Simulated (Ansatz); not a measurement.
# Ir5Rh: the cost of one run

Method: DFT PBE, scalar-relativistic, plane waves, PAW, in Ansatz 0.2.0.

**1. The starting structure**

The structure is tetragonal, space group P4/mmm (No. 123). The conventional cell has a = 2.712 Å, b = 2.712 Å, c = 11.507 Å, α = 90.00°, β = 90.00°, γ = 90.00°. Ir (site symmetry 4mm) is surrounded by 8 Ir at 2.71 Å and 4 Rh at 2.71 Å. Around Ir (site symmetry 4mm) lie 12 Ir at 2.71 Å. Around Ir (site symmetry 4/mmm) lie 12 Ir at 2.71 Å. Around Rh (site symmetry 4/mmm) lie 4 Rh at 2.71 Å and 8 Ir at 2.71 Å.

Coordinates:

```
CELL_PARAMETERS angstrom
2.71219 0.00000 0.00000
0.00000 2.71219 0.00000
0.00000 0.00000 11.50684
ATOMIC_POSITIONS crystal
Ir 0.00000 0.00000 0.66667
Ir 0.00000 0.00000 0.33333
Ir 0.50000 0.50000 0.16667
Ir 0.00000 0.00000 0.00000
Ir 0.50000 0.50000 0.83333
Rh 0.50000 0.50000 0.50000
```

The start is an ordering of an alloy on its end members' structure types: elements ordered on the sites of the Pd type, Rh/Ir on Pd (P4/mmm, No. 123).

**2. The guess as it stands, on a coarse mesh**

Input file input.yaml:

```yaml
crystal:
  lattice:
    - [2.71218765, 0.0, 0.0]
    - [0.0, 2.71218765, 0.0]
    - [0.0, 0.0, 11.5068377]
  atoms:
    - { symbol: Ir, position: [0.0, 0.0, 0.66666667] }
    - { symbol: Ir, position: [0.0, 0.0, 0.33333333] }
    - { symbol: Ir, position: [0.5, 0.5, 0.16666667] }
    - { symbol: Ir, position: [0.0, 0.0, 0.0] }
    - { symbol: Ir, position: [0.5, 0.5, 0.83333333] }
    - { symbol: Rh, position: [0.5, 0.5, 0.5] }
basis:
  ecutwfc: 420
kpoints:
  mp_grid: { grid: [6, 6, 2] }
hamiltonian:
  xc: pbe
scf:
  occupations: { method: gaussian, width: 0.1 }
  lower_state_search: "off"
output:
  forces: true
  stress: true
  eigenvalues: true
```

Started as:

```console
> ansatz run input.yaml --threads 1 --pin off --max-ram 2560MiB --backend cpu --events-out ev --progress --plain --runs-dir out
```

**Question.** How long does this run take on 1 thread of Intel Xeon 6975P-C (Granite Rapids), shared host, and how much memory does it need?

About 2.5 s, with a peak of 0.43 GiB.
